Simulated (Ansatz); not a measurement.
## Hf2Pd2Se2Br2O3 in Ansatz: the effect of Hubbard term

The system is Hf2Pd2Se2Br2O3.

```xyz
11
Lattice="-1.8923 2.6721 12.2842 1.8923 -2.6721 12.2842 1.8923 2.6721 -12.2842" Properties=species:S:1:pos:R:3 pbc="T T T"
Hf    0.0000    0.0000   22.6263
Hf    0.0000    0.0000    1.9421
Pd    0.0000    0.0000   16.7881
Pd    0.0000    0.0000    7.7803
Se    0.0000    2.6721    2.8934
Se    1.8923    0.0000    9.3908
Br    0.0000    0.0000   19.3256
Br    0.0000    0.0000    5.2429
O     0.0000    2.6721    9.8571
O     1.8923    0.0000    2.4271
O     0.0000    0.0000    0.0000
```

The cell was built by a generator and needn't be a form met in nature.

Alike in all runs:

| Property | Result |
| --- | --- |
| Program | Ansatz 0.2.0 |
| Task | single point |
| Functional | PBE |
| Potentials or basis | all-electron LAPW, scalar-relativistic |
| Cutoff | 462 eV |
| Density cutoff | 1850 eV |
| Basis error allowed | 0.002 eV/atom |
| k mesh | 6 × 6 × 6 |
| Occupations | fermi-dirac, width 0.05 eV |
| Spin | no spin polarisation |

Question: One run gave: pressure 0.0 GPa; largest force 0.01 eV/Å. Which Hubbard term did it use?
A. Hf d U = 3 eV, Pd d U = 3 eV
B. Hf d U = 6 eV, Pd d U = 6 eV
C. none

Answer: C.

| Hubbard term | pressure (GPa) | largest force (eV/Å) |
| --- | --- | --- |
| none | 0.0 | 0.01 |
| Hf d U = 3 eV, Pd d U = 3 eV | 1.2 | 0.13 |
| Hf d U = 6 eV, Pd d U = 6 eV | 2.7 | 0.28 |

Caveats: the k mesh is thin for a metal, which can move the energy by tens of meV per atom; U is the effective U less J, on atomic orbitals that reach past the spheres (some runs); U without spin polarisation on a metal has little footing (some runs).

Not every run made on this cell is shown here.
